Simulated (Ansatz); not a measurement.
This script drives Ansatz 0.2.0, Python API.

The script reads `ch2alno2.xyz`:
```text
7

O    -0.78420   -0.50190    1.93040
C    -0.03080   -0.50190    0.78820
N     1.09360   -0.97840    0.16060
Al    0.25720    0.07800   -0.88470
O    -0.18400    0.95180   -2.45900
H    -0.56930   -0.95800    2.74660
H     0.27860    1.84250   -2.32780
```

Script `ch2alno2.py`:
```python
"""Vibrations of CH2AlNO2."""

import logging
import sys

import ansatz
import numpy as np

logging.basicConfig(stream=sys.stdout, format="%(levelname)s %(message)s")
logger = logging.getLogger("run")
logger.setLevel(logging.INFO)


def main() -> None:
    ch2alno2 = ansatz.Crystal.molecule_from_extxyz("ch2alno2.xyz")

    setup = (
        ch2alno2.calculation()
        .basis(gaussian="def2-SVP")
        .functional("PBE0")
    )
    symbols = [site.symbol for site in ch2alno2.cartesian_sites]
    start = np.array([site.position_ang for site in ch2alno2.cartesian_sites], dtype=float)
    rep = setup.relax(force_tolerance=0.003).run(threads=1).report
    end = np.array(rep["positions_ang"])

    logger.info("bond        before    after (A)")
    for i, j in [(0, 1), (0, 5), (1, 2), (1, 3), (2, 3), (3, 4), (4, 6)]:
        d0, d1 = (np.linalg.norm(xyz[i] - xyz[j]) for xyz in (start, end))
        print(f"{symbols[i]}{i}-{symbols[j]}{j}".ljust(10), f"{d0:8.4f} {d1:8.4f}")

    # frequencies need a stationary point, so they are taken at the relaxed geometry
    minimum = ansatz.Crystal.molecule()
    for symbol, xyz in zip(symbols, end):
        minimum = minimum.atom(symbol, xyz.tolist())
    vibrating = (
        minimum.calculation()
        .basis(gaussian="def2-SVP")
        .functional("PBE0")
        .phonons(temperatures=(298.15, 498.15, 100))
    )
    vib = vibrating.run(threads=1).report["vibrations"]
    sums = vib["harmonic_sums"]
    modes = [m["omega_inv_cm"] for m in sums["modes_at_gamma"] if m["rigid_motion"] == "no"]
    for number, w in enumerate(modes, start=1):
        logger.info(f"mode {number:2d} {w:9.1f} 1/cm {w / 8065.544 * 1000:8.2f} meV")
    print("imaginary modes:", sum(w < 0 for w in modes), " zero-point energy:", round(sums["zero_point_energy_ev"], 4), "eV")
    logger.info("T (K)   F_vib (eV)   S_vib (meV/K)   C_vib (meV/K)")
    for row in zip(sums["temperatures_k"], sums["vibrational_free_energy_ev"], vib["entropy_ev_per_k"], vib["heat_capacity_ev_per_k"]):
        logger.info(f"{row[0]:6.1f} {row[1]:11.4f} {1000 * row[2]:13.4f} {1000 * row[3]:15.4f}")

    # all hydrogen replaced by deuterium
    heavier = vibrating.phonons(masses={"H": 2.014102}).run(threads=1).report["vibrations"]["harmonic_sums"]
    print("deuterated (1/cm):", " ".join(f"{m['omega_inv_cm']:.0f}" for m in heavier["modes_at_gamma"] if m["rigid_motion"] == "no"))
    print("zero-point energy falls by", round(sums["zero_point_energy_ev"] - heavier["zero_point_energy_ev"], 4), "eV")


if __name__ == "__main__":
    main()
```

It is started by `python ch2alno2.py`. How long does it take on 1 thread of Arm Neoverse V2 (shared host), and how much memory does it need?

It took about 3.5 min, with a peak of 0.24 GiB, for 3 runs of the engine.

```console
$ python ch2alno2.py
INFO bond        before    after (A)
O0-C1        1.3683   1.3211
O0-H5        0.9594   0.9777
C1-N2        1.3730   1.3088
C1-Al3       1.7938   1.8385
N2-Al3       1.7053   1.8006
Al3-O4       1.8538   1.6791
O4-H6        1.0122   0.9577
INFO mode  1     164.2 1/cm    20.36 meV
INFO mode  2     170.8 1/cm    21.18 meV
INFO mode  3     255.5 1/cm    31.68 meV
INFO mode  4     360.0 1/cm    44.64 meV
INFO mode  5     360.8 1/cm    44.73 meV
INFO mode  6     468.2 1/cm    58.04 meV
INFO mode  7     587.8 1/cm    72.88 meV
INFO mode  8     663.0 1/cm    82.20 meV
INFO mode  9     748.6 1/cm    92.81 meV
INFO mode 10    1012.2 1/cm   125.50 meV
INFO mode 11    1192.2 1/cm   147.82 meV
INFO mode 12    1381.5 1/cm   171.29 meV
INFO mode 13    1571.8 1/cm   194.88 meV
INFO mode 14    3654.8 1/cm   453.14 meV
INFO mode 15    4000.0 1/cm   495.93 meV
imaginary modes: 0  zero-point energy: 1.0285 eV
INFO T (K)   F_vib (eV)   S_vib (meV/K)   C_vib (meV/K)
INFO  298.1      0.9730        0.4701          0.5807
INFO  398.1      0.9165        0.6562          0.7064
INFO  498.1      0.8423        0.8251          0.7997
deuterated (1/cm): 154 162 194 320 347 368 546 556 713 999 1011 1321 1571 2657 2916
zero-point energy falls by 0.171 eV
```

These settings explore the input space; basis and method may be short of convergence. The frequencies are harmonic and unscaled, in a modest basis. The result belongs to the one conformer reached from this start, and soft torsions count as harmonic oscillators.

(A comment or docstring line of the script was reworded after the run, the code is as it ran; lines on the test bed's own set-up are left out of the output.)
